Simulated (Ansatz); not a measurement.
# CH₇AlO₂Si: a ladder of functionals and wavefunction methods

The task here is to estimate one member of a computed series from the others.

Computed with Ansatz 0.2.0, Gaussian basis. Level: functionals in def2-TZVPP, the program's frozen cores in correlated methods.

The runs, in order: LDA (SPW92), PBE-D4, revPBE-D4, BLYP-D4, r2SCAN-D4, B97M-V, PBE0-D4, B3LYP-D4, r2SCANh-D4, r2SCAN0-D4, HSE06-D4, BHLYP-D4, CAM-B3LYP-D4, LC-ωPBE, ωB97X-V, ωB97M-V, B2PLYP, PBE-QIDH; CCSD(T)/def2-SVP; CCSD(T)/def2-TZVPP; MP2/def2-QZVPP; extrapolation to the limit; RPA on PBE.

### Structure used throughout

An earlier PBE0-D4 in a triple-zeta def2 set relaxation fixed the geometry.

SMILES `C[SiH](O)[AlH][OH]`, 12 atoms, charge 0, spin multiplicity 1.

Atoms are counted from 1 here; the program's logs count them from 0.

Bond lengths: C1–Si2 1.874 Å, C1–H6 1.093 Å, C1–H7 1.093 Å, C1–H8 1.094 Å, Si2–O3 1.665 Å, Si2–Al4 2.469 Å, Si2–H9 1.491 Å, O3–H10 0.957 Å, Al4–O5 1.702 Å, Al4–H11 1.597 Å, O5–H12 0.956 Å. Angles: Si2–C1–H6 112.0°, Si2–C1–H7 110.5°, Si2–C1–H8 109.9°, H6–C1–H7 108.2°, H6–C1–H8 107.8°, H7–C1–H8 108.3°, C1–Si2–O3 111.5°, C1–Si2–Al4 111.9°, C1–Si2–H9 107.7°, O3–Si2–Al4 111.7°, O3–Si2–H9 103.8°, Al4–Si2–H9 109.8°, Si2–O3–H10 117.5°, Si2–Al4–O5 115.5°, Si2–Al4–H11 126.4°, O5–Al4–H11 118.1°, Al4–O5–H12 123.4°.

Set-up of the first run:

in.yaml reads:

```yaml
crystal:
  periodic: [false, false, false]
  atoms:
    - {symbol: C, position_ang: [-1.302839, 0.820857, 1.017018]}
    - {symbol: Si, position_ang: [0.397903, 0.787057, 0.229588]}
    - {symbol: O, position_ang: [1.599305, 0.998480, 1.363472]}
    - {symbol: Al, position_ang: [0.754610, -1.256962, -1.107931]}
    - {symbol: O, position_ang: [-0.362560, -1.513076, -2.366271]}
    - {symbol: H, position_ang: [-1.454909, -0.019269, 1.699216]}
    - {symbol: H, position_ang: [-1.446507, 1.747574, 1.578838]}
    - {symbol: H, position_ang: [-2.072531, 0.766102, 0.241448]}
    - {symbol: H, position_ang: [0.515994, 1.990071, -0.643861]}
    - {symbol: H, position_ang: [1.870363, 0.231763, 1.868121]}
    - {symbol: H, position_ang: [1.903193, -2.344518, -0.887639]}
    - {symbol: H, position_ang: [-0.325121, -2.263279, -2.957998]}
basis:
  gaussian: {orbitals: def2-TZVPP}
hamiltonian: {xc: lda}
output: {orbitals: {seedname: orbitals}}
```

Started as:

```bash
ansatz run in.yaml --threads 4 --pin off --events-out ev --progress --plain --max-ram 10444MiB
```

Among the steps run: LDA; PBE-D4 (GGA); revPBE-D4 (GGA); BLYP-D4 (GGA); r2SCAN-D4 (meta-GGA); B97M-V (meta-GGA); PBE0-D4 (hybrid); B3LYP-D4 (hybrid); r2SCANh-D4 (hybrid); r2SCAN0-D4 (hybrid); HSE06-D4 (hybrid); BHLYP-D4 (hybrid); CAM-B3LYP-D4 (range-separated); LC-ωPBE (range-separated); ωB97X-V (range-separated); ωB97M-V (range-separated); B2PLYP (double hybrid); PBE-QIDH (double hybrid).

One table of the session follows, with a row left open; its other results are not shown here.

It belongs to the step «Orbital energies across the functionals». 

| functional | HOMO (eV) | LUMO (eV) | gap (eV) |
| --- | --- | --- | --- |
| LDA (SPW92) | -5.93 | -2.30 | 3.62 |
| PBE-D4 | -5.85 | -2.10 | 3.75 |
| revPBE-D4 | ? | ? | ? |
| BLYP-D4 | -5.74 | -1.96 | 3.78 |
| r2SCAN-D4 | -6.08 | -1.87 | 4.21 |
| B97M-V | -6.15 | -2.06 | 4.10 |
| PBE0-D4 | -6.99 | -1.37 | 5.62 |
| B3LYP-D4 | -6.82 | -1.55 | 5.26 |
| r2SCANh-D4 | -6.50 | -1.61 | 4.89 |
| r2SCAN0-D4 | -7.14 | -1.24 | 5.90 |
| HSE06-D4 | -6.60 | -1.74 | 4.86 |
| BHLYP-D4 | -8.06 | -0.61 | 7.45 |
| CAM-B3LYP-D4 | -8.29 | -0.42 | 7.86 |
| LC-ωPBE | -9.55 | 0.64 | 10.19 |
| ωB97X-V | -9.25 | 0.52 | 9.77 |
| ωB97M-V | -9.01 | 0.25 | 9.26 |

Q: Estimate the row for revPBE-D4 from the others.

The run gave: HOMO (eV): -5.80; LUMO (eV): -2.00; gap (eV): 3.81. In the column «HOMO (eV)» it lies between PBE-D4 (-5.85) and BLYP-D4 (-5.74).
